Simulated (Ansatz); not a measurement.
# AlPNH4OF (SMILES [NH2][Al]([F])[PH]O): RPA@PBE0/def2-SVP

What is the energy change on altering one bond length of AlPNH4OF at RPA@PBE0/def2-SVP? 

The calculation is run with Ansatz 0.2.0.

147 further runs of the same task are left out: 147 set aside as unsound or not needed.

### 1 The system as given

AlPNH4OF: 9 atoms, total charge 0, spin state singlet. SMILES: `[NH2][Al]([F])[PH]O`. Geometry: relaxed at PBE0-D4/def2-TZVP. This is one conformer, not always the lowest.

Bond lengths: N1–Al2 1.755 Å, Al2–F3 1.652 Å, Al2–P4 2.334 Å, P4–O5 1.677 Å, N1–H6 1.007 Å, N1–H7 1.006 Å, P4–H8 1.430 Å, O5–H9 0.960 Å. Angles: N1–Al2–F3 119.8°, N1–Al2–P4 121.0°, F3–Al2–P4 119.0°, Al2–P4–O5 96.2°, Al2–N1–H6 122.5°, Al2–N1–H7 126.3°, Al2–P4–H8 92.8°, O5–P4–H8 100.3°, P4–O5–H9 109.0°, H6–N1–H7 111.1°.

### 2 The energy at RPA@PBE0/def2-SVP

job.yaml

```yaml
crystal:
  periodic: [false, false, false]
  atoms:
    - {symbol: "N", position_ang: [1.489200, 1.004600, -0.185800]}
    - {symbol: Al, position_ang: [0.882400, -0.572900, 0.285200]}
    - {symbol: F, position_ang: [1.905300, -1.677400, 0.966000]}
    - {symbol: P, position_ang: [-1.322700, -1.196100, -0.158400]}
    - {symbol: O, position_ang: [-1.889900, 0.351100, -0.471500]}
    - {symbol: H, position_ang: [0.893900, 1.722700, -0.565900]}
    - {symbol: H, position_ang: [2.431700, 1.338900, -0.072400]}
    - {symbol: H, position_ang: [-1.643200, -1.310200, 1.230300]}
    - {symbol: H, position_ang: [-2.658100, 0.293000, -1.044600]}
basis:
  gaussian: {orbitals: def2-SVP}
hamiltonian: {xc: {name: PBE0}}
correlation: {method: rpa, frozen_orbitals: {Al: 5, F: 1, H: 0, "N": 1, O: 1, P: 5}}
accuracy: high
```

The run is started by

```sh
$ ansatz run job.yaml --threads 1 --pin off --max-ram 3480MiB --events-out events.jsonl --progress --plain --runs-dir runs
```

Standard output:

```text
Warning: RAYON_NUM_THREADS=1 ignored (pool sized by the plan → 1); use --threads N
Functional definition: PBE0
  name "PBE0"
  parameter a = 0.25
  parameter kappa = 0.804
  parameter beta = 0.06672455060314922
  exchange = (1 - a)*pbe_x(kappa = kappa, mu = beta*pi^2/3) + a*exact_x
  correlation = pbe_c(beta = beta)
2114 factors; integrals over basis functions are off by at most 6.6e-9 eV
mean field evaluation 1: about -22174.7465 eV, gradient 7.4e1 eV
mean field evaluation 2: about -22174.9309 eV, gradient 7.4e1 eV
mean field evaluation 4: about -22184.6446 eV, gradient 1.1e1 eV
mean field evaluation 8: about -22184.9719 eV, gradient 1.3e0 eV
mean field evaluation 16: about -22184.9755 eV, gradient 2.4e-4 eV
mean field -22184.97554966 eV, -815.2828139333 hartree, gradient 6.8e-8 eV, S^2 0.000000; 0 other end points of the search recorded, 0 dependent functions left out
13 core orbitals not correlated: weight in the atoms' cores, before any rotation towards them, 1.000 or more for the frozen orbitals, at most 0.000 for the correlated occupied ones
reference -22135.68641069 eV, -813.4714714858 hartree; 15, 15 occupied and 70, 70 virtual orbitals, 2114 factors
Total energy: -22163.34959558 eV, -814.4880747797 hartree
```

Wall time 19 s (1 thread of Arm Neoverse V1, shared host); peak memory 0.44 GiB.

### 3 The distorted shape at the same level

molecule.yaml

```yaml
crystal:
  periodic: [false, false, false]
  atoms:
    - {symbol: "N", position_ang: [1.585351, 1.038830, -0.602416]}
    - {symbol: Al, position_ang: [0.978551, -0.538670, -0.131416]}
    - {symbol: F, position_ang: [2.001451, -1.643170, 0.549384]}
    - {symbol: P, position_ang: [-1.226549, -1.161870, -0.575016]}
    - {symbol: O, position_ang: [-1.793749, 0.385330, -0.888116]}
    - {symbol: H, position_ang: [0.990051, 1.756930, -0.982516]}
    - {symbol: H, position_ang: [2.527851, 1.373130, -0.489016]}
    - {symbol: H, position_ang: [-1.643200, -1.310200, 1.230300]}
    - {symbol: H, position_ang: [-2.561949, 0.327230, -1.461216]}
basis:
  gaussian: {orbitals: def2-SVP}
hamiltonian: {xc: {name: PBE0}}
correlation: {method: rpa, frozen_orbitals: {Al: 5, F: 1, H: 0, "N": 1, O: 1, P: 5}}
accuracy: high
```

The run is started by

```sh
$ ansatz run molecule.yaml --threads 1 --pin off --max-ram 3480MiB --events-out events.jsonl --progress --plain --runs-dir runs
```

Standard output:

```text
Warning: RAYON_NUM_THREADS=1 ignored (pool sized by the plan → 1); use --threads N
Functional definition: PBE0
  name "PBE0"
  parameter a = 0.25
  parameter kappa = 0.804
  parameter beta = 0.06672455060314922
  exchange = (1 - a)*pbe_x(kappa = kappa, mu = beta*pi^2/3) + a*exact_x
  correlation = pbe_c(beta = beta)
2105 factors; integrals over basis functions are off by at most 8.2e-9 eV
mean field evaluation 1: about -22173.7028 eV, gradient 7.4e1 eV
mean field evaluation 2: about -22173.8706 eV, gradient 7.4e1 eV
mean field evaluation 4: about -22183.5966 eV, gradient 1.3e1 eV
mean field evaluation 8: about -22184.0619 eV, gradient 1.4e0 eV
mean field evaluation 16: about -22184.0665 eV, gradient 3.6e-4 eV
mean field -22184.06652516 eV, -815.2494078993 hartree, gradient 4.9e-8 eV, S^2 0.000000; 0 other end points of the search recorded, 0 dependent functions left out
13 core orbitals not correlated: weight in the atoms' cores, before any rotation towards them, 1.000 or more for the frozen orbitals, at most 0.000 for the correlated occupied ones
reference -22134.51893756 eV, -813.4285676396 hartree; 15, 15 occupied and 70, 70 virtual orbitals, 2105 factors
Total energy: -22162.40014779 eV, -814.4531832171 hartree
```

Wall time 19 s (1 thread of Arm Neoverse V1, shared host); peak memory 0.48 GiB.

### 4 Results

Level: RPA@PBE0/def2-SVP, 13 core orbitals frozen.

| quantity | value |
| --- | --- |
| first shape: total energy | -814.48807 Eh |
| first shape: RPA correlation energy (valence) | -1016.6 mEh |
| distorted shape: total energy | -814.45318 Eh |
| distorted shape: RPA correlation energy (valence) | -1024.6 mEh |
| energy change with the P4–H8 bond stretched from 1.430 to 1.859 Å | 0.949 eV |

In words: With the P4–H8 bond stretched from 1.430 to 1.859 Å the energy rises by 0.95 eV (91.6 kJ/mol). The first shape isn't relaxed at this level, so the change isn't measured from a minimum.
